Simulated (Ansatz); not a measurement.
# LaTl3: response to strain

Aim: deform LaTl3 (equal xx and yy strain of -1 %) and compute stress, forces and field gradients with LAPW, PAW and all-electron datasets made for the crystal.

Method: DFT PBEsol, scalar-relativistic, in Ansatz 0.2.0.

## (1) The starting structure

It takes space group Pm-3m (No. 221, cubic). Conventional cell: a = 4.799 Å, b = 4.799 Å, c = 4.799 Å, α = 90.00°, β = 90.00°, γ = 90.00°. La (site symmetry m-3m) has 12 Tl at 3.39 Å in its first shell of neighbours. Tl (site symmetry 4/mmm) is surrounded by 4 La at 3.39 Å and 8 Tl at 3.39 Å.

Coordinates:

```cif
data_structure
_symmetry_space_group_name_H-M 'P 1'
_symmetry_Int_Tables_number 1
_cell_length_a 4.7990
_cell_length_b 4.7990
_cell_length_c 4.7990
_cell_angle_alpha 90.000
_cell_angle_beta 90.000
_cell_angle_gamma 90.000
_cell_volume 110.52
loop_
_atom_site_label
_atom_site_type_symbol
_atom_site_fract_x
_atom_site_fract_y
_atom_site_fract_z
_atom_site_occupancy
La1 La 0.00000 0.00000 0.00000 1
Tl1 Tl 0.00000 0.50000 0.50000 1
Tl2 Tl 0.50000 0.00000 0.50000 1
Tl3 Tl 0.50000 0.50000 0.00000 1
```

Atoms are numbered in the order of the input: La1, Tl2, Tl3, Tl4.

## (2) After the deformation

Space group Pm-3m before, P4/mmm after.

## (3) All-electron LAPW

input.yaml reads:

```yaml
crystal:
  lattice:
    - [4.75101, 0.0, 0.0]
    - [0.0, 4.75101, 0.0]
    - [0.0, 0.0, 4.799]
  atoms:
    - { symbol: La, position: [0.0, 0.0, 0.0] }
    - { symbol: Tl, position: [0.0, 0.5, 0.5] }
    - { symbol: Tl, position: [0.5, 0.0, 0.5] }
    - { symbol: Tl, position: [0.5, 0.5, 0.0] }
kpoints:
  mp_grid: { grid: [8, 8, 8] }
  band_path:
    path:
      - [0.0, 0.0, 0.0]
      - [0.0, 0.5, 0.0]
      - [0.5, 0.5, 0.0]
      - [0.0, 0.0, 0.0]
      - [0.0, 0.0, 0.5]
      - [0.0, 0.5, 0.5]
      - [0.5, 0.5, 0.5]
      - [0.0, 0.0, 0.5]
      - [0.0, 0.5, 0.0]
    npoints: 5
scf:
  occupations: { method: fermi_dirac, width: 0.05 }
hamiltonian:
  xc: pbesol
  pseudopotentials: { kind: all_electron, lapw: { basis_error: 0.001 } }
output:
  forces: true
  stress: true
  eigenvalues: true
```

Started as:

```
$ ansatz run input.yaml --threads 1 --pin off --max-ram 4096MiB --backend cpu --events-out ev --progress --plain --runs-dir out
```

## (4) PAW on the default files

input.yaml reads:

```yaml
crystal:
  lattice:
    - [4.75101, 0.0, 0.0]
    - [0.0, 4.75101, 0.0]
    - [0.0, 0.0, 4.799]
  atoms:
    - { symbol: La, position: [0.0, 0.0, 0.0] }
    - { symbol: Tl, position: [0.0, 0.5, 0.5] }
    - { symbol: Tl, position: [0.5, 0.0, 0.5] }
    - { symbol: Tl, position: [0.5, 0.5, 0.0] }
kpoints:
  mp_grid: { grid: [8, 8, 8] }
scf:
  occupations: { method: fermi_dirac, width: 0.05 }
hamiltonian:
  xc: pbesol
  pseudopotentials: { kind: paw }
output:
  forces: true
  stress: true
  eigenvalues: true
  efg: { contact_densities: true }
  write_density: true
  write_potential: true
  elf: true
  volumetric_format: npy
```

## (5) Datasets made for this crystal

Changes to input.yaml since step 4:

```diff
@@ -16,3 +16,3 @@
   xc: pbesol
-  pseudopotentials: { kind: paw }
+  pseudopotentials: { kind: all_electron, datasets: crystal }
 output:
@@ -22,5 +22 @@
   efg: { contact_densities: true }
-  write_density: true
-  write_potential: true
-  elf: true
-  volumetric_format: npy
```

(Steps that only read results are left out.)

**Question.** What will these runs give? Wanted: pressure; largest shear or deviatoric stress.

As calculated:

| quantity | value |
| --- | --- |
| pressure | LAPW 0.98, PAW 0.96, crystal datasets 0.98 GPa |
| largest shear or deviatoric stress (LAPW) | 0.27 GPa |

What this shows: The largest part of the stress beyond the pressure is 0.27 GPa in size, in the zz component; the atoms are carried along and not relaxed. No run of the undeformed cell stands beside it, so pressure and stress hold what the given cell had before the change, as far as its symmetry allows. PAW: stress within 0.03 GPa of LAPW. Crystal datasets: stress within 0.01 GPa of LAPW. Spin-orbit coupling is left out, though the cell holds Tl; in elements this heavy it can shift bands and gaps by tenths of an eV.
